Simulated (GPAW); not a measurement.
Set up this calculation in GPAW 26.7.0, as a Python script.

```yaml
Task: single point from a typed occupation
Functional: r2SCAN
Potentials_or_basis: GPAW PAW data sets (gpaw-data 1.2.1)
Cutoff: 600 eV
Basis: pw
k_mesh: 6 × 6 × 6
Occupations: gaussian, width 0.05 eV
Spin: collinear spin, ferromagnetic start
Starting_moments: "[6.0, 0.0] μB"
Hubbard_terms: Tb f U = 7 eV
Maxiter: 120
start_of_the_occupation_matrix: random
cycles_with_the_matrix_held: 9
symmetry: point_group=False
```

The structure of TbS lies in TbS.xyz:

```xyz
2
Lattice="3.3231093100 0.0000000000 0.0000000000 0.0000000000 3.3231093100 0.0000000000 0.0000000000 0.0000000000 3.3231093100" Properties=species:S:1:pos:R:3 pbc="T T T"
Tb     0.0000000000      0.0000000000      0.0000000000
S      1.6615546550      1.6615546550      1.6615546550
```

The cell comes from a database or a generator and needn't be the stable form of this composition.

One way to write it, as run:

run.py

```python
import numpy as np
from ase.io import read
from ase.units import Ha
from gpaw import PW
from gpaw.dft import DFT
from gpaw.hubbard import aoom

atoms = read('TbS.xyz')
atoms.set_initial_magnetic_moments([6.0, 0.0])

def hold(setup, l, U, n_smm):
    """Build the Hubbard potential of this atom from a typed occupation matrix."""
    free = setup.hubbard_u.calculate

    def calculate(setup, D_sii):
        energy, dH_sii = free(setup, D_sii)
        m = 2 * l + 1
        first = np.cumsum([0] + [2 * x + 1 for x in setup.l_j])
        blocks = [slice(first[j], first[j] + m) for j, x in enumerate(setup.l_j) if x == l]
        for s, n_mm in enumerate(n_smm):
            _, V_ii = aoom(D_sii[s], l, setup.l_j, setup.n_j, setup.N0_q)
            for i1 in blocks:
                for i2 in blocks:
                    V_ii[i1, i2] *= U / Ha / 2 * (np.eye(m) - 2 * np.array(n_mm))
            dH_sii[s] = V_ii
        return energy, dH_sii

    setup.hubbard_u.calculate = calculate
    return free

# occupation matrices [spin][m][m'] in real spherical harmonics, m = -l ... l
start = {
    0: [[[1.0, 0.0, 0.0, 0.0, 0.0, 0.0, 0.0],
         [0.0, 1.0, 0.0, 0.0, 0.0, 0.0, 0.0],
         [0.0, 0.0, 1.0, 0.0, 0.0, 0.0, 0.0],
         [0.0, 0.0, 0.0, 1.0, 0.0, 0.0, 0.0],
         [0.0, 0.0, 0.0, 0.0, 1.0, 0.0, 0.0],
         [0.0, 0.0, 0.0, 0.0, 0.0, 1.0, 0.0],
         [0.0, 0.0, 0.0, 0.0, 0.0, 0.0, 1.0]],
        [[0.0002, -0.0066, 0.0052, -0.0054, -0.0077, -0.007, -0.0045],
         [-0.0066, 0.1892, -0.1504, 0.1549, 0.2211, 0.2034, 0.1286],
         [0.0052, -0.1504, 0.1195, -0.1231, -0.1757, -0.1616, -0.1022],
         [-0.0054, 0.1549, -0.1231, 0.1267, 0.181, 0.1664, 0.1052],
         [-0.0077, 0.2211, -0.1757, 0.181, 0.2584, 0.2376, 0.1502],
         [-0.007, 0.2034, -0.1616, 0.1664, 0.2376, 0.2185, 0.1382],
         [-0.0045, 0.1286, -0.1022, 0.1052, 0.1502, 0.1382, 0.0873]]],
}

dft = DFT(atoms,
          mode=PW(600),
          xc='MGGA_X_R2SCAN+MGGA_C_R2SCAN',
          kpts={'size': (6, 6, 6), 'gamma': True},
          occupations={'name': 'methfessel-paxton', 'order': 0, 'width': 0.05},
          setups={0: ':f,7.0'},
          nbands=29,
          convergence={'density': 1e-05, 'energy': 1e-05},
          maxiter=120,
          symmetry={'point_group': False},
          converge=False,
          txt='gpaw.txt')
free = {a: hold(dft.setups[a], l, 7, start[a]) for a, l in {0: 3}.items()}
dft.converge(steps=9)
for a, calculate in free.items():
    dft.setups[a].hubbard_u.calculate = calculate
dft.converge()
print(f'Energy: {dft.calculate_energy():.6f} eV')
print('Forces (eV/A):')
print(dft.calculate_forces().round(4))
print('Stress (eV/A^3):', dft.calculate_stress().round(6))
print('Moments:', dft.magmoms()[1][:, 2].round(3))
dft.write_converged()
dft.write_gpw_file('gs.gpw')
for a, l in {0: 3}.items():
    setup = dft.setups[a]
    for s, D_ii in enumerate(dft.density.D_asii[a]):
        n_mm = aoom(D_ii, l, setup.l_j, setup.n_j, setup.N0_q)[0]
        print(f'atom {a} spin {s} trace {n_mm.trace():.4f} eigenvalues', *np.linalg.eigvalsh(n_mm).round(3))
        np.savetxt(f'occupation-{a}-{s}.dat', n_mm, fmt='%8.4f')
```

Potentials or basis: GPAW PAW data sets (gpaw-data 1.2.1), pw.

Run with:

```sh
$ OMP_NUM_THREADS=1 python run.py
```

Results of the run:

```yaml
Pressure: 12.5 GPa
Band_gap_on_the_k_mesh: none (metal or under the smearing width)
Net_moment: 6.90 μB per cell
Site_moments: Tb +6.29; S -0.04 μB
```

Caveat: the cutoff is short for stress and forces, so pressures can be off by a GPa or more; one-centre terms of the f shell are cut off; the occupation matrix was held by a function in the script for the first cycles and then freed; the end state hangs on it; the magnetic or orbital state may not be the lowest; the PAW data sets were made with another functional, which shifts forces and pressure a little; spin-orbit coupling is left out, which moves the levels of the heavy elements.

Wall time 26 min on 1 thread of Arm Neoverse V2, with other jobs on the host, peak memory 1.1 GiB.
